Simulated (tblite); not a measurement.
# C4H12N2OSi: the cost of one run

Computed with tblite 0.8.0 and PySCF 2.14.0, with density-fitted response routines of our own, on a single molecule in the gas phase. Atoms are numbered from 0 throughout.

### Step 1. The starting structure

20 atoms, charge 0, multiplicity 1; geometry from: force field or distance geometry start.

Bonds of the start (Å): C0–C1 1.52, C1–C2 1.49, C1–N3 1.43, N3–Si4 1.78, Si4–N5 1.79, N5–C6 1.43, C6–O7 1.26, C0–H8 1.11, C0–H9 1.12, C0–H10 1.11, C1–H11 1.11, C2–H12 1.11, C2–H13 1.11, C2–H14 1.12, N3–H15 1.01, Si4–H16 1.46, Si4–H17 1.47, N5–H18 1.06, C6–H19 1.11.

### Step 2. Optimising the geometry with GFN2-xTB

The job: settings as JSON, then the geometry in Å.

```
{"job": {"kind": "relax", "xc": "GFN2-xTB", "basis": "xTB"}, "charge": 0, "multiplicity": 1}
C     -1.887400    -0.745600     0.152800
C     -1.197200     0.581800    -0.098800
C     -2.246200     1.540400    -0.541100
N     -0.163000     0.351300    -1.057900
Si     0.963300    -0.857800    -0.395200
N      2.550000    -0.041600    -0.290400
C      3.714800    -0.718300     0.197500
O      3.675000    -1.921000     0.577900
H     -1.460600    -1.163800     1.084200
H     -2.986700    -0.537800     0.250600
H     -1.689400    -1.407400    -0.710600
H     -0.733800     0.940500     0.844100
H     -2.582100     1.348200    -1.579300
H     -3.145000     1.372400     0.089200
H     -1.982900     2.624200    -0.395300
H      0.270200     1.165100    -1.468900
H      0.571900    -1.209400     0.970000
H      0.999500    -2.089300    -1.199900
H      2.638500     0.974000    -0.583800
H      4.686200    -0.195200     0.268000
```

Command:

```
$ OMP_NUM_THREADS=1 python probes_run.py task.json out
```

This one command runs all jobs of the session in turn.

Q: Estimate the wall time and peak memory of this first job on 1 thread of Arm Neoverse V2, shared host.

About 1 s, with a peak of 0.18 GiB.
